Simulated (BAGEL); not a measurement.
**CH4BFOSi (SMILES O=CB[SiH2]F) at B3LYP/def2-SVP (density fitting with qzvpp-jkfit)**

Aim: the energy change on altering one bond length of CH4BFOSi at B3LYP/def2-SVP (density fitting with qzvpp-jkfit), from 2 runs. 

The results are computed with BAGEL 1.2.2.

3 further runs of the same task are left out: 1 that didn't finish, 2 set aside as unsound or not needed. Runs told in other sessions of the task aren't counted.

### Step 1. The system as given

The species is CH4BFOSi (9 atoms), meant as a singlet with charge 0. SMILES: `O=CB[SiH2]F`. The coordinates come from a PBE0-D4/def2-TZVP relaxation. This is one conformer, not always the lowest.

Bond lengths: O1–C2 1.227 Å, C2–B3 1.522 Å, B3–Si4 2.001 Å, Si4–F5 1.610 Å, C2–H6 1.099 Å, B3–H7 1.195 Å, Si4–H8 1.489 Å, Si4–H9 1.486 Å. Some angles: O1–C2–B3 90.0°, C2–B3–Si4 120.9°, B3–Si4–F5 110.9°, O1–C2–H6 122.9°, B3–C2–H6 147.1°, C2–B3–H7 117.0°, Si4–B3–H7 122.0°, B3–Si4–H8 109.8°, B3–Si4–H9 112.6°, F5–Si4–H8 107.4°.

### Step 2. A single-point energy at B3LYP/def2-SVP (density fitting with qzvpp-jkfit)

calc.json

```json
{ "bagel" : [

{
  "title" : "molecule",
  "basis" : "svp",
  "df_basis" : "qzvpp-jkfit",
  "angstrom" : true,
  "geometry" : [
    { "atom" : "O", "xyz" : [   -0.789500,    0.780400,    1.703800 ] },
    { "atom" : "C", "xyz" : [   -0.128300,    1.442100,    0.910400 ] },
    { "atom" : "B", "xyz" : [    0.628100,    0.188700,    0.495800 ] },
    { "atom" : "Si", "xyz" : [   -0.077200,   -1.007600,   -0.945000 ] },
    { "atom" : "F", "xyz" : [   -1.360800,   -0.349200,   -1.659700 ] },
    { "atom" : "H", "xyz" : [   -0.262400,    2.525000,    0.778500 ] },
    { "atom" : "H", "xyz" : [    1.608700,   -0.084900,    1.121700 ] },
    { "atom" : "H", "xyz" : [    0.964000,   -1.202600,   -1.991900 ] },
    { "atom" : "H", "xyz" : [   -0.494200,   -2.338100,   -0.430900 ] }
  ]
},
{ "title" : "ks", "xc_func" : "b3lyp" },
{ "title" : "print", "file" : "orbitals.molden", "orbitals" : true }

]}
```

The run is started by

```sh
$ BAGEL_NUM_THREADS=1 BAGEL calc.json > calc.out
```

What it wrote:

```text
* using 1 threads per process

  ===============================================================
  ===============================================================

  *** Geometry ***

  { "atom" : "O", "xyz" : [     -1.491939,      1.474742,      3.219715 ] },
  { "atom" : "C", "xyz" : [     -0.242452,      2.725174,      1.720407 ] },
  { "atom" : "B", "xyz" : [      1.186937,      0.356591,      0.936926 ] },
  { "atom" : "Si", "xyz" : [     -0.145887,     -1.904088,     -1.785791 ] },
  { "atom" : "F", "xyz" : [     -2.571539,     -0.659892,     -3.136378 ] },
  { "atom" : "H", "xyz" : [     -0.495864,      4.771558,      1.471152 ] },
  { "atom" : "H", "xyz" : [      3.040002,     -0.160438,      2.119706 ] },
  { "atom" : "H", "xyz" : [      1.821696,     -2.272585,     -3.764145 ] },
  { "atom" : "H", "xyz" : [     -0.933903,     -4.418369,     -0.814283 ] },

  Number of auxiliary basis functions:      504

  Since a DF basis is specified, we compute 2- and 3-index integrals:
    o Being stored without compression. Storage requirement is 0.036 GB

  Number of basis functions:       94
  Number of electrons      :       46

    * METHOD: MOLECULE                             0.28

  *** Kohn-Sham DFT ***

    * Removing 16973 points whose weight is below 1.00e-10
    * Grid points: 117181

  === Nuclear Repulsion ===
   199.7695794921

       - DIIS with orbital gradients will be used.

  === KS iteration (b3lyp / svp) ===
      0       -501.50068296          0.10747645           0.51
      1       -473.86433626          0.16074183           0.51
      2       -464.64683994          0.17936806           0.51
      3       -522.52194639          0.09038248           0.49
      4       -516.59799279          0.11682520           0.50
      5       -528.94729962          0.03121132           0.52
      6       -529.23889214          0.02773731           0.51
      7       -529.59134880          0.01091089           0.50
      8       -529.65265284          0.00499825           0.49
      9       -529.66566903          0.00085827           0.49
     10       -529.66606393          0.00016516           0.49
     11       -529.66607832          0.00005346           0.49
     12       -529.66608009          0.00000821           0.51
     13       -529.66608014          0.00000227           0.52
     14       -529.66608015          0.00000184           0.51
     15       -529.66608015          0.00000058           0.53
     16       -529.66608015          0.00000018           0.50
     17       -529.66608015          0.00000008           0.53
     18       -529.66608015          0.00000003           0.50
     19       -529.66608015          0.00000001           0.52
     20       -529.66608015          0.00000000           0.50
    * SCF iteration converged.

    * Permanent dipole moment:
           (   -0.576333,    -0.632655,    -0.092471) a.u.

    * METHOD: KS                                  11.33

    * METHOD: PRINT                                0.02

  ===============================================================
```

Wall time 12 s (1 thread of Arm Neoverse V1, shared host); peak memory 0.51 GiB.

### Step 3. The distorted shape at the same level

dft.json

```json
{ "bagel" : [

{
  "title" : "molecule",
  "basis" : "svp",
  "df_basis" : "qzvpp-jkfit",
  "angstrom" : true,
  "geometry" : [
    { "atom" : "O", "xyz" : [   -0.596987,    0.681654,    1.810990 ] },
    { "atom" : "C", "xyz" : [    0.064213,    1.343354,    1.017590 ] },
    { "atom" : "B", "xyz" : [    0.820613,    0.089954,    0.602990 ] },
    { "atom" : "Si", "xyz" : [    0.115313,   -1.106346,   -0.837810 ] },
    { "atom" : "F", "xyz" : [   -1.360800,   -0.349200,   -1.659700 ] },
    { "atom" : "H", "xyz" : [   -0.069887,    2.426254,    0.885690 ] },
    { "atom" : "H", "xyz" : [    1.801213,   -0.183646,    1.228890 ] },
    { "atom" : "H", "xyz" : [    1.156513,   -1.301346,   -1.884710 ] },
    { "atom" : "H", "xyz" : [   -0.301687,   -2.436846,   -0.323710 ] }
  ]
},
{
  "title" : "ks",
  "xc_func" : "b3lyp"
},
{
  "title" : "print",
  "file" : "orbitals.molden",
  "orbitals" : true
}

]}
```

The run is started by

```sh
$ BAGEL_NUM_THREADS=1 BAGEL dft.json > dft.out
```

What it wrote:

```text
* using 1 threads per process

  ===============================================================
  ===============================================================

  *** Geometry ***

  { "atom" : "O", "xyz" : [     -1.128142,      1.288139,      3.422275 ] },
  { "atom" : "C", "xyz" : [      0.121345,      2.538571,      1.922966 ] },
  { "atom" : "B", "xyz" : [      1.550734,      0.169988,      1.139486 ] },
  { "atom" : "Si", "xyz" : [      0.217910,     -2.090691,     -1.583231 ] },
  { "atom" : "F", "xyz" : [     -2.571539,     -0.659892,     -3.136378 ] },
  { "atom" : "H", "xyz" : [     -0.132067,      4.584956,      1.673712 ] },
  { "atom" : "H", "xyz" : [      3.403799,     -0.347041,      2.322266 ] },
  { "atom" : "H", "xyz" : [      2.185493,     -2.459188,     -3.561586 ] },
  { "atom" : "H", "xyz" : [     -0.570106,     -4.604972,     -0.611723 ] },

  Number of auxiliary basis functions:      504

  Since a DF basis is specified, we compute 2- and 3-index integrals:
    o Being stored without compression. Storage requirement is 0.036 GB

  Number of basis functions:       94
  Number of electrons      :       46

    * METHOD: MOLECULE                             0.30

  *** Kohn-Sham DFT ***

    * Removing 16717 points whose weight is below 1.00e-10
    * Grid points: 117437

  === Nuclear Repulsion ===
   192.9605805972

       - DIIS with orbital gradients will be used.

  === KS iteration (b3lyp / svp) ===
      0       -502.40749416          0.10384655           0.52
      1       -474.31705401          0.15487897           0.54
      2       -461.81915246          0.14669471           0.51
      3       -498.57735670          0.14605945           0.54
      4       -515.70592451          0.08931011           0.51
      5       -523.42993359          0.07182339           0.51
      6       -529.50977034          0.01417113           0.52
      7       -529.60735564          0.00871540           0.51
      8       -529.59540220          0.00986630           0.51
      9       -529.64797246          0.00059901           0.51
     10       -529.64795873          0.00065769           0.51
     11       -529.64823760          0.00012375           0.52
     12       -529.64824675          0.00002409           0.51
     13       -529.64824708          0.00000693           0.52
     14       -529.64824712          0.00000288           0.49
     15       -529.64824712          0.00000216           0.50
     16       -529.64824712          0.00000060           0.51
     17       -529.64824712          0.00000033           0.51
     18       -529.64824712          0.00000008           0.50
     19       -529.64824712          0.00000003           0.50
     20       -529.64824712          0.00000002           0.50
     21       -529.64824712          0.00000001           0.49
     22       -529.64824712          0.00000000           0.50
    * SCF iteration converged.

    * Permanent dipole moment:
           (   -0.913938,    -0.508843,    -0.326039) a.u.

    * METHOD: KS                                  12.45

    * METHOD: PRINT                                0.02

  ===============================================================
```

It took 13 s on 1 thread of Arm Neoverse V1, shared host; peak memory 0.51 GiB.

### Step 4. Results

Level: B3LYP/def2-SVP (density fitting with qzvpp-jkfit).

| quantity | value |
| --- | --- |
| first shape: total energy | -529.66608 Eh |
| first shape: dipole moment | 2.19 D |
| first shape: HOMO energy | -7.88 eV |
| first shape: LUMO energy | -2.01 eV |
| first shape: HOMO–LUMO gap | 5.87 eV |
| distorted shape: total energy | -529.64825 Eh |
| distorted shape: dipole moment | 2.78 D |
| distorted shape: HOMO energy | -8.06 eV |
| distorted shape: LUMO energy | -2.13 eV |
| distorted shape: HOMO–LUMO gap | 5.93 eV |
| energy change with the Si4–F5 bond stretched from 1.610 to 1.851 Å | 0.485 eV |

In words: With the Si4–F5 bond stretched from 1.610 to 1.851 Å the energy rises by 0.49 eV (11.2 kcal/mol). The first shape isn't relaxed at this level, so the change isn't measured from a minimum.
